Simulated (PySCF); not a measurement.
The system is SCuH, in a box.

```
S Cu H
1.0
    12.00000    0.00000    0.00000
     0.00000   11.00000    0.00000
     0.00000    0.00000   11.00000
S Cu H
1 1 1
Cartesian
  5.2505 6.1621 5.1952
  7.0720 5.6681 6.1551
  4.9541 4.8799 4.9129
```

Base run:

| Item | Value |
| --- | --- |
| Program | PySCF 2.14.0 |
| Functional | SVWN5 |
| Potentials or basis | 6-31g* (all-electron) |
| k mesh | 1 × 1 × 1 |
| Occupations | fixed |
| Spin | no spin polarisation |

Its results: gap between the frontier levels 0.58 eV.

Task: After a change of settings the same cell gave: gap between the frontier levels 3.95 eV. Which change was it?
A. functional from SVWN5 to M06-L; dispersion from none to D3
B. functional from SVWN5 to LC-wPBE; dispersion from none to D3(BJM)
C. functional from SVWN5 to SCAN0

Result: C.

SCAN0 gives the wider gap, since exact exchange removes part of the self-interaction.

Caveats: this is a molecule in a periodic box at the Γ point, so its band gap is the HOMO-LUMO gap; the basis of atomic orbitals isn't converged, which shifts pressures, moduli and gaps.

Runs at the PBE level aren't shown here.
